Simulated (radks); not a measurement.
# Valence configurations of B⁺

Aim: which of several valence configurations of B⁺ lies lowest at this level, and whether it is the one NIST lists ([He] 2s2).

Method: Dirac Kohn-Sham, PBEsol, spin-unpolarised, spherical densities, finite nucleus; open shells fill j = l - 1/2 first. Code: radks (a radial shooting solver on a logarithmic mesh, Libxc functionals) version 1.

### Step 1. Starting point

* element: boron (Z = 5)
* charge: +1
* electrons: 4
* configuration: [He] 2s2
* nuclear rms radius: 2.406 fm
* others tried: 2s1 2p1; 2p2; 2s1.5 2p0.5; 2s0.5 2p1.5

In the logs a row gives level, spin channel, occupation and eigenvalue; Etot, Ekin, Encl (electron-nucleus), Eh (Hartree) and Exc are energies, all in hartree; err is the last residual, it the number of iterations.

### Step 2. [He] 2s2

Settings of this run:

```text
Z 5
configuration [He] 2s2
relativity Dirac
functional pbe_sol,pbe_sol
spin unpolarised
j_filling energy
nucleus finite rms 2.406 fm
c 137.035999084
```

What it wrote:

```text
1s1/2   1   2.0000          -7.07533192
2s1/2   1   2.0000          -0.71212446
Etot -24.17060864036789
Ekin 24.090588631692704
Encl -54.44919539987128
Eh 9.59137322607273
Exc -3.4033750982620465
err 1.3642139756588194e-09
it 12
```

Highest occupied level: 2s1/2 at -19.378 eV.

From the orbitals of this run (lengths in bohr):

```
level  occupation  energy (eV)     <r>  outermost maximum (interpolated)  90 % within  nodes
1s1/2           2      -192.53  0.3300                             0.211        0.593      0
2s1/2           2      -19.378   1.784                              1.45         2.79      1
```

Radial density 4πr²ρ:

```
r (bohr)  4πr²ρ (e/bohr)
  0.0112          0.1020
  0.0151          0.1799
  0.0205          0.3130
  0.0278          0.5344
  0.0377          0.8890
  0.0515           1.446
  0.0697           2.214
  0.0945           3.184
   0.128           4.205
   0.174           4.961
   0.237           5.022
   0.321           4.141
   0.436           2.627
   0.590           1.289
   0.800          0.7963
    1.09           1.030
    1.48           1.219
    2.01          0.9014
    2.72          0.3693
    3.69         0.07495
    5.04        0.005773
```

### Step 3. [He] 2s1 2p1

Changes since step 2:

```diff
@@ -1,3 +1,3 @@
 Z 5
-configuration [He] 2s2
+configuration [He] 2s1 2p1
 relativity Dirac
```

What it wrote:

```text
1s1/2   1   2.0000          -7.08990981
2s1/2   1   1.0000          -0.71590421
2p1/2   1   1.0000          -0.49120330
2p3/2   1   0.0000          -0.49102802
Etot -23.945641691298132
Ekin 23.866128487795425
Encl -53.99007706721117
Eh 9.544221597826402
Exc -3.365914709708793
err 1.0995199375548559e-09
it 13
```

Energy against step 2 ([He] 2s2): +6.122 eV. Highest occupied level: 2p1/2 at -13.366 eV.

### Step 4. [He] 2p2

Changes since step 3:

```diff
@@ -1,3 +1,3 @@
 Z 5
-configuration [He] 2s1 2p1
+configuration [He] 2p2
 relativity Dirac
```

What it wrote:

```text
1s1/2   1   2.0000          -7.10474527
2p1/2   1   2.0000          -0.49528244
2p3/2   1   0.0000          -0.49510732
Etot -23.721263833180632
Ekin 23.642238917656233
Encl -53.529493429887395
Eh 9.497498725302961
Exc -3.3315080462524307
err 1.6198864344776735e-09
it 13
```

Energy against step 2 ([He] 2s2): +12.227 eV. The top filled level is 2p1/2, -13.477 eV.

### Step 5. [He] 2s1.5 2p0.5

Changes since step 4:

```diff
@@ -1,3 +1,3 @@
 Z 5
-configuration [He] 2p2
+configuration [He] 2s1.5 2p0.5
 relativity Dirac
```

What it wrote:

```text
1s1/2   1   2.0000          -7.08258953
2s1/2   1   1.5000          -0.71405704
2p1/2   1   0.5000          -0.48908232
2p3/2   1   0.0000          -0.48890696
Etot -24.058062462438436
Ekin 23.978295900614114
Encl -54.219808168649934
Eh 9.567724194875034
Exc -3.384274389277648
err 1.873445514405945e-09
it 12
```

Energy against step 2 ([He] 2s2): +3.063 eV. 2p1/2 is the highest filled level (-13.309 eV).

### Step 6. [He] 2s0.5 2p1.5

Changes since step 5:

```diff
@@ -1,3 +1,3 @@
 Z 5
-configuration [He] 2s1.5 2p0.5
+configuration [He] 2s0.5 2p1.5
 relativity Dirac
```

What it wrote:

```text
1s1/2   1   2.0000          -7.09728884
2s1/2   1   0.5000          -0.71765672
2p1/2   1   1.5000          -0.49327233
2p3/2   1   0.0000          -0.49309712
Etot -23.833368668149788
Ekin 23.75410466761535
Encl -53.759991905365496
Eh 9.520839163597625
Exc -3.3483205939972693
err 1.3464366022003686e-09
it 13
```

E − E(step 2, [He] 2s2) = +9.177 eV. The top filled level is 2p1/2, -13.423 eV.

### Step 7. Summary of results

```
    valence  E − E(NIST configuration) (eV)  highest level  its energy (eV)  1s shift (eV)
        2s2                           0.000          2s1/2          -19.378          +0.00
2s1.5 2p0.5                           3.063          2p1/2          -13.309          -0.20
    2s1 2p1                           6.122          2p1/2          -13.366          -0.40
2s0.5 2p1.5                           9.177          2p1/2          -13.423          -0.60
        2p2                          12.227          2p1/2          -13.477          -0.80
```

**Reading.** The NIST configuration is the lowest of those tried, 3.063 eV under 2s1.5 2p0.5. The energies are those of spherical spin-averaged densities, not of single terms. The 1s eigenvalue shifts by up to 0.80 eV as the valence charge is rearranged.
